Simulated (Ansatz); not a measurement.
# NiTe2: the cost of one run

Method: DFT PBEsol, spin-orbit coupling, plane waves, PAW, in Ansatz 0.2.0.

## (1) The system as given

The structure is trigonal, space group P-3m1 (No. 164). Conventional cell: a = 3.855 Å, b = 3.855 Å, c = 5.266 Å, α = 90.00°, β = 90.00°, γ = 120.00°. Ni (site symmetry -3m) is surrounded by 6 Te at 2.56 Å. Te (site symmetry 3m) has 3 Ni at 2.56 Å as nearest neighbours.

As a file:

```xyz
3
Lattice="3.8550 0.0000 0.0000 -1.9275 3.3385 0.0000 0.0000 0.0000 5.2659" Properties=species:S:1:pos:R:3 pbc="T T T"
Ni    0.0000    0.0000    0.0000
Te    0.0000    2.2257    1.2638
Te    1.9275    1.1128    4.0021
```

## (2) Single point: NiTe2

Contents of input.yaml:

```yaml
crystal:
  lattice:
    - [3.855, 0.0, 0.0]
    - [-1.9275, 3.3385279316, 0.0]
    - [0.0, 0.0, 5.2659]
  atoms:
    - { symbol: Ni, position: [0.0, 0.0, 0.0] }
    - { symbol: Te, position: [0.3333333333, 0.6666666667, 0.24] }
    - { symbol: Te, position: [0.6666666667, 0.3333333333, 0.76] }
scf:
  occupations: { method: gaussian, width: 0.03 }
output: {}
hamiltonian:
  xc: pbesol
kpoints:
  mp_grid: { grid: [15, 15, 12] }
magnetization:
  noncollinear: true
  spin_orbit: true
```

Launch:

```sh
$ ansatz run input.yaml --threads 4 --pin off --max-ram 12288MiB --backend cpu --events-out ev --progress --plain --runs-dir out
```

**Question.** How long does this run take on 4 threads of Arm Neoverse V1, shared host, and how much memory does it need?

About 58 s, with a peak of 1.8 GiB.
